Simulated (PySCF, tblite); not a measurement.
# C₆H₆F₃O radical: geometry, infrared bands and EPR parameters

What infrared bands and EPR parameters should C₆H₆F₃O radical (`FC(F)(F)C1=CCC[CH]O1`) show?

Programs: tblite 0.8.0 and PySCF 2.14.0, with density-fitted response routines of our own. Each step states its level of theory. These are calculated values for one molecule in the gas phase, unless marked as measured. Atoms are numbered from 0 throughout.

### Step 1. The starting structure

16 atoms, charge 0, multiplicity 2; geometry from: force field or distance geometry start.

Bonds of the start (Å): F0–C1 1.37, C1–F2 1.38, C1–F3 1.36, C1–C4 1.50, C4–C5 1.35, C5–C6 1.49, C6–C7 1.53, C7–C8 1.48, C8–O9 1.37, O9–C4 1.39, C5–H10 1.09, C6–H11 1.10, C6–H12 1.09, C7–H13 1.10, C7–H14 1.09, C8–H15 1.09.

### Step 2. Geometry optimisation with GFN2-xTB

Job settings and geometry (Å):

```
{"job": {"kind": "relax", "xc": "GFN2-xTB", "basis": "xTB"}, "charge": 0, "multiplicity": 2}
F      2.940400    -1.173000    -0.483300
C      2.447600    -0.059700     0.139000
F      2.885400    -0.145400     1.440400
F      3.079400     1.009600    -0.419800
C      0.951900     0.049600     0.064200
C      0.162400    -0.836900    -0.587900
C     -1.319500    -0.678400    -0.657200
C     -1.847800     0.268400     0.424000
C     -0.920000     1.391600     0.678400
O      0.431400     1.186000     0.678700
H      0.602700    -1.696900    -1.089400
H     -1.802200    -1.664100    -0.536900
H     -1.591300    -0.309400    -1.640800
H     -2.831400     0.645500     0.117500
H     -2.002300    -0.276400     1.360400
H     -1.194100     2.298400     1.219600
```

Run with:

```bash
$ OMP_NUM_THREADS=1 python probes_run.py task.json out
```

The driver reads the jobs from task.json and runs them one after another.

**Question.** This job is followed by: GFN2-xTB harmonic vibrations, gas phase; UKS B3LYP, pcH-1 on C F H O, non-relativistic, mean-field spin-orbit, GIAO. What will the session give for the following? strongest single infrared mode (GFN2-xTB); zero-point energy (GFN2-xTB); g(iso) (B3LYP); ⟨S²⟩; largest a(iso) (averaged by class); potential on the surface of density 0.002 e/bohr³, 1st and 99th percentile.

The runs gave:

```
                                                                  quantity                  value
                                 strongest single infrared mode (GFN2-xTB)  1041 cm⁻¹, 289 km/mol
                                              zero-point energy (GFN2-xTB)          68.1 kcal/mol
                                                            g(iso) (B3LYP)                2.00285
                                                                      ⟨S²⟩     0.756 (exact 0.75)
                                        largest a(iso) (averaged by class)    13C on C8, 92.1 MHz
potential on the surface of density 0.002 e/bohr³, 1st and 99th percentile     -0.82 V and 1.09 V
```

In words: The optimisation took 57 steps and gained 0.150 eV; among the close pairs (by a distance rule), C4–O9 changed most, from 1.393 to 1.353 Å. All 42 modes are real, so the xTB geometry is a minimum. The strongest single mode, at 1041 cm⁻¹, moves mainly C1. Unscaled tight-binding wavenumbers are off by several per cent, some by more. Its intensities can rank the bands wrongly. Most of the unpaired spin sits on C8 (0.89 e). The isotropic g lies 0.5 ppt above the free-electron value. The conformer search found further structures of the same energy, which may be mirror or relabelled copies of this one.
